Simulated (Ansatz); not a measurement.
# CaPb: the cost of one run

Program: Ansatz 0.2.0. Level of theory: DFT LDA, scalar-relativistic, plane waves, PAW. These are calculated values, not measurements.

### 1 The starting structure

It takes space group P4/mmm (No. 123, tetragonal). The conventional cell has a = 3.468 Å, b = 3.468 Å, c = 4.527 Å, α = 90.00°, β = 90.00°, γ = 90.00°. Ca (site symmetry 4/mmm) is surrounded by 8 Pb at 3.34 Å and 4 Ca at 3.47 Å. Around Pb (site symmetry 4/mmm) lie 8 Ca at 3.34 Å and 4 Pb at 3.47 Å.

Coordinates:

```
CELL_PARAMETERS angstrom
3.46840 0.00000 0.00000
0.00000 3.46840 0.00000
0.00000 0.00000 4.52724
ATOMIC_POSITIONS crystal
Ca 0.00000 0.00000 0.00000
Pb 0.50000 0.50000 0.50000
```

It goes back to an entry of the Materials Project, which need not be the stable form.

It is the result of an earlier relaxation at this level (volume 27.23 Å³/atom; gap on the mesh: none (metal)).

### 2 Plan of the line

The energy is mapped over a normal mode and a strain (zone-centre modes of the cell shown) (x along [1 0 0], y along [0 1 0], z along [0 0 1] of the conventional cell).

The axes are (1) amplitude of mode 6 (172 cm⁻¹), largest displacement in the unstrained cell: 7 values from −0.339 Å; (2) equal normal strain along x, y and z: 7 values from −2.50 %.

Nothing else is relaxed (the pattern is fixed in fractional coordinates). Energies count from the relaxed high-symmetry cell. Points are written as (first, second).

The modes come from a phonon run on the reference cell, made beforehand.

The patterns, per unit of each coordinate (Å):

| atom | x1 | y1 | z1 |
| --- | --- | --- | --- |
| Ca1 | 0.000 | 0.000 | 1.000 |
| Pb2 | 0.000 | 0.000 | -0.193 |

### 3 Point (−0.226 Å, −2.50 %)

Contents of input.yaml:

```yaml
crystal:
  lattice:
    - [3.3816920808, 0.0, 0.0]
    - [0.0, 3.3816920808, 0.0]
    - [0.0, 0.0, 4.4140575486]
  atoms:
    - { symbol: Ca, position: [0.0, 0.0, -0.049920056] }
    - { symbol: Pb, position: [0.5, 0.5, 0.5096558687] }
basis:
  ecutwfc: 420
kpoints:
  mp_grid: { grid: [14, 14, 10] }
hamiltonian:
  xc: lda
scf:
  occupations: { method: gaussian, width: 0.15 }
output:
  forces: true
  stress: true
  eigenvalues: true
```

Started as:

```sh
ansatz run input.yaml --threads 1 --pin off --max-ram 2048MiB --backend cpu --events-out ev --progress --plain --runs-dir out
```

What time and memory should one allow on 1 thread of Arm Neoverse V2, shared host?

About 16 s, with a peak of 0.45 GiB.
